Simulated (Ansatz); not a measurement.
# CuAs: the cost of one run

Program: Ansatz 0.2.0. Level of theory: DFT LDA, scalar-relativistic, plane waves, PAW. These are calculated values, not measurements.

15 further runs of the same task are left out: 15 set aside as unsound or not needed.

### 1 The structure to begin with

It takes space group P6_3/mmc (No. 194, hexagonal). Conventional cell: a = 3.780 Å, b = 3.780 Å, c = 4.858 Å, α = 90.00°, β = 90.00°, γ = 120.00°. Cu (site symmetry -3m) has 2 Cu at 2.43 Å and 6 As at 2.50 Å as nearest neighbours. As (site symmetry -6m2) has 6 Cu at 2.50 Å as nearest neighbours.

Coordinates:

```cif
data_structure
_symmetry_space_group_name_H-M 'P 1'
_symmetry_Int_Tables_number 1
_cell_length_a 3.7797
_cell_length_b 3.7797
_cell_length_c 4.8580
_cell_angle_alpha 90.000
_cell_angle_beta 90.000
_cell_angle_gamma 120.000
_cell_volume 60.10
loop_
_atom_site_label
_atom_site_type_symbol
_atom_site_fract_x
_atom_site_fract_y
_atom_site_fract_z
_atom_site_occupancy
Cu1 Cu 0.00000 0.00000 0.50000 1
Cu2 Cu 0.00000 0.00000 0.00000 1
As1 As 0.66667 0.33333 0.75000 1
As2 As 0.33333 0.66667 0.25000 1
```

It goes back to an entry of the Materials Project, which need not be the stable form.

This cell was relaxed beforehand with the same method: volume 15.03 Å³/atom, gap on the mesh none (metal).

### 2 What is varied

The energy is mapped over volume and the cell's shape.

The axes are (1) volume per atom: 7 values from 13.824 to 16.228 Å³; (2) c/a of the conventional cell: 7 values from 1.071 to 1.542.

Nothing else is relaxed (symmetry fixes all fractional coordinates). Energies count from the relaxed crystal. Points are written as (first, second).

### 3 Point (14.625 Å³, 1.071)

input.yaml reads:

```yaml
crystal:
  lattice:
    - [3.980074464, 0.0, 0.0]
    - [-1.990037232, 3.4468455948, 0.0]
    - [0.0, 0.0, 4.2642517807]
  atoms:
    - { symbol: Cu, position: [0.0, 0.0, 0.5] }
    - { symbol: Cu, position: [0.0, 0.0, 0.0] }
    - { symbol: As, position: [0.6666666667, 0.3333333333, 0.75] }
    - { symbol: As, position: [0.3333333333, 0.6666666667, 0.25] }
basis:
  ecutwfc: 520.0
kpoints:
  mp_grid: { grid: [15, 15, 10] }
hamiltonian:
  xc: lda
scf:
  occupations: { method: gaussian, width: 0.15 }
output:
  forces: true
  stress: true
  eigenvalues: true
```

Run with:

```sh
$ ansatz run input.yaml --threads 2 --pin off --max-ram 4096MiB --backend cpu --events-out ev --progress --plain --runs-dir out
```

**Question.** How long does this run take on 2 threads of Arm Neoverse V1, shared host, and how much memory does it need?

About 14 s, with a peak of 0.61 GiB.
